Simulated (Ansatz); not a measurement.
Geometry optimisation, Ansatz 0.2.0, DFT PBE, scalar-relativistic, plane waves, PAW.

The input (input.yaml):

```yaml
crystal:
  lattice:
    - [0.0, 5.43, 5.43]
    - [5.43, 0.0, 5.43]
    - [5.43, 5.43, 0.0]
  atoms:
    - { symbol: Si, position: [0.0, 0.0, 0.0] }
    - { symbol: Si, position: [0.125, 0.125, 0.125] }
    - { symbol: Si, position: [0.0, 0.0, 0.5] }
    - { symbol: Si, position: [0.125, 0.125, 0.625] }
    - { symbol: Si, position: [0.0, 0.5, 0.0] }
    - { symbol: Si, position: [0.125, 0.625, 0.125] }
    - { symbol: Si, position: [0.0, 0.5, 0.5] }
    - { symbol: Si, position: [0.125, 0.625, 0.625] }
    - { symbol: Si, position: [0.5, 0.0, 0.0] }
    - { symbol: Si, position: [0.625, 0.125, 0.125] }
    - { symbol: Si, position: [0.5, 0.0, 0.5] }
    - { symbol: Si, position: [0.625, 0.125, 0.625] }
    - { symbol: Si, position: [0.5, 0.5, 0.0] }
    - { symbol: Si, position: [0.625, 0.625, 0.125] }
    - { symbol: Si, position: [0.5, 0.5, 0.5] }
    - { symbol: Si, position: [0.625, 0.625, 0.625] }
    - { symbol: Si, position: [0.752639, 0.7500806, 0.2453806] }
basis:
  ecutwfc: 420.0
kpoints:
  mp_grid: { grid: [2, 2, 2] }
hamiltonian:
  xc: pbe
  pseudopotentials: { kind: paw, azcp: { folder: soft_1 } }
scf:
  occupations: { method: fermi_dirac, width: 0.02 }
  lower_state_search: "off"
relax:
  f_tol: 0.08
  max_steps: 25
  adjacent_minimum: "off"
```

Launched with:

```bash
$ ansatz run input.yaml --threads 1 --pin off --max-ram 3072MiB --backend cpu --events-out ev --progress --plain --runs-dir out
```

Q: Where does it end, and by what steps?

A: The forces met the threshold. Limits of this set-up: a small cell, in which the defect meets its images. After 2 steps the energy has fallen by 0.125 eV; Si6 moved furthest, 0.04 Å.

| step | energy less start (eV) | largest force component (eV/Å) | accepted |
| --- | --- | --- | --- |
| 0 | 0.0000 | 0.587 | yes |
| 1 | -0.1122 | 0.190 | yes |
| 2 | -0.1250 | 0.016 | yes |

```xyz
17
Lattice="0.0000 5.4300 5.4300 5.4300 0.0000 5.4300 5.4300 5.4300 0.0000" Properties=species:S:1:pos:R:3
Si -0.001 0.001 0.034
Si 1.362 1.363 1.352
Si 2.715 2.715 0.000
Si 4.068 4.068 1.354
Si 2.680 0.000 2.715
Si 4.047 1.382 4.098
Si 5.428 2.748 2.717
Si 6.791 4.068 4.078
Si 0.000 2.682 2.715
Si 1.380 4.049 4.096
Si 2.747 5.429 2.716
Si 4.068 6.791 4.077
Si 2.711 2.713 5.433
Si 4.047 4.048 6.764
Si 5.428 5.428 5.397
Si 6.808 6.808 6.767
Si 5.426 5.428 8.148
```

Whether the end is a true minimum wasn't checked by a vibrational analysis.

Time of the run: 16 s on 1 thread of Arm Neoverse V1, with other jobs on the host, peak memory 0.49 GiB.
